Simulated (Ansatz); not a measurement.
# CH5ClMoN2O: the cost of one run

Computed with Ansatz 0.2.0, Gaussian basis. Level: the settings change from run to run.

## Step 1: The relaxed structure

An earlier PBE0-D4 in a triple-zeta def2 set relaxation fixed the geometry. Mo takes a core potential in def2 sets; no spin-orbit term is included.

SMILES `C[O][Mo](=[NH])(=[NH])[Cl]`, 11 atoms, charge 0, spin multiplicity 1.

Atoms are counted from 1 here; the program's logs count them from 0.

Bond lengths: C1–O2 1.404 Å, C1–H7 1.094 Å, C1–H8 1.094 Å, C1–H9 1.093 Å, O2–Mo3 1.860 Å, Mo3–N4 1.719 Å, Mo3–N5 1.723 Å, Mo3–Cl6 2.286 Å, N4–H10 1.010 Å, N5–H11 1.012 Å. Angles: O2–C1–H7 109.5°, O2–C1–H8 111.6°, O2–C1–H9 108.7°, H7–C1–H8 109.3°, H7–C1–H9 108.7°, H8–C1–H9 109.0°, C1–O2–Mo3 133.8°, O2–Mo3–N4 108.7°, O2–Mo3–N5 108.3°, O2–Mo3–Cl6 113.1°, N4–Mo3–N5 109.8°, N4–Mo3–Cl6 108.6°, N5–Mo3–Cl6 108.2°, Mo3–N4–H10 157.1°, Mo3–N5–H11 150.7°.

## Step 2: HF/def2-mTZVP

Options: charge -1, multiplicity 2.

in.yaml

```yaml
crystal:
  periodic: [false, false, false]
  atoms:
    - {symbol: C, position_ang: [-0.318152, -1.403203, 1.408997]}
    - {symbol: O, position_ang: [0.342347, -0.218452, 1.046738]}
    - {symbol: Mo, position_ang: [0.160806, 0.977257, -0.365808]}
    - {symbol: N, position_ang: [1.699926, 1.201143, -1.098588]}
    - {symbol: N, position_ang: [-0.937982, 0.302785, -1.509088]}
    - {symbol: Cl, position_ang: [-0.643173, 3.016741, 0.282276]}
    - {symbol: H, position_ang: [0.360499, -2.252418, 1.285643]}
    - {symbol: H, position_ang: [-1.214083, -1.565676, 0.802336]}
    - {symbol: H, position_ang: [-0.607618, -1.335332, 2.461247]}
    - {symbol: H, position_ang: [2.381939, 1.218982, -1.843491]}
    - {symbol: H, position_ang: [-1.159109, 0.001271, -2.449564]}
basis:
  gaussian: {orbitals: def2-mTZVP}
total_charge: -1
magnetization: {spin_polarized: true, initial_magnetization: 1}
hamiltonian: {xc: {name: HF}}
output: {forces: true}
```

Run with:

```
$ ansatz run in.yaml --threads 4 --pin off --events-out ev --progress --plain --max-ram 11315MiB
```

Q: Estimate wall time and peak memory on 4 threads of Arm Neoverse V2, shared host.

About 18 s, with a peak of 0.57 GiB.
